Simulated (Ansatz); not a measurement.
# Zr3CdC: what a guessed cell relaxes into

Where does this trial cell of Zr3CdC go when cell and atoms are let free?

Computed with Ansatz 0.2.0 (DFT PBE, scalar-relativistic, plane waves, PAW, unless a step's input says otherwise).

1 further run of the same task is left out (it didn't finish).

**1. The structure to begin with**

Symmetry: Pm-3m, No. 221, cubic system. Conventional cell: a = 4.336 Å, b = 4.336 Å, c = 4.336 Å, α = 90.00°, β = 90.00°, γ = 90.00°. Zr (site symmetry 4/mmm) is surrounded by 2 C at 2.17 Å. Cd (site symmetry m-3m) has 12 Zr at 3.07 Å as nearest neighbours. C (site symmetry m-3m) has 6 Zr at 2.17 Å as nearest neighbours.

Coordinates:

```xyz
5
Lattice="4.3362 0.0000 0.0000 0.0000 4.3362 0.0000 0.0000 0.0000 4.3362" Properties=species:S:1:pos:R:3 pbc="T T T"
Zr    0.0000    2.1681    2.1681
Zr    2.1681    0.0000    2.1681
Zr    2.1681    2.1681    0.0000
Cd    0.0000    0.0000    0.0000
C     2.1681    2.1681    2.1681
```

The cell is invented: random cell by space group and Wyckoff sites (Pm-3m, No. 221). Lengths come from tabulated atomic sizes and are only a guess.

**2. A first look at the guess**

The input, input.yaml:

```yaml
crystal:
  lattice:
    - [4.33620987, 0.0, 0.0]
    - [0.0, 4.33620987, 0.0]
    - [0.0, 0.0, 4.33620987]
  atoms:
    - { symbol: Zr, position: [0.0, 0.5, 0.5] }
    - { symbol: Zr, position: [0.5, 0.0, 0.5] }
    - { symbol: Zr, position: [0.5, 0.5, 0.0] }
    - { symbol: Cd, position: [0.0, 0.0, 0.0] }
    - { symbol: C, position: [0.5, 0.5, 0.5] }
basis:
  ecutwfc: 420
kpoints:
  mp_grid: { grid: [4, 4, 4] }
hamiltonian:
  xc: pbe
scf:
  occupations: { method: gaussian, width: 0.1 }
  lower_state_search: "off"
output:
  forces: true
  stress: true
  eigenvalues: true
```

Run with:

```bash
ansatz run input.yaml --threads 1 --pin off --max-ram 2048MiB --backend cpu --events-out ev --progress --plain --runs-dir out
```

Further runs follow: coarse relaxation; final relaxation.

What does the calculation give? Wanted: conventional cell; volume; energy over the elements; gap on the mesh.

The runs gave:

| quantity | value |
| --- | --- |
| symmetry at the end (tolerance 0.05 Å) | space group Pm-3m (No. 221) |
| conventional cell | a = 4.572 Å, b = 4.572 Å, c = 4.572 Å, α = 90.00°, β = 90.00°, γ = 90.00° |
| volume | 19.12 Å³/atom |
| energy over the elements | -0.46 eV/atom |
| gap on the mesh | none (metal) |

**Reading.** The space group Pm-3m (No. 221) is kept, and the volume per atom grows by 17.2 % from the first guess. A negative formation energy is needed for stability but isn't enough; other structures and compounds were not set against it here. No finished test with a distortion of lower symmetry is shown, so the end may be a saddle point.
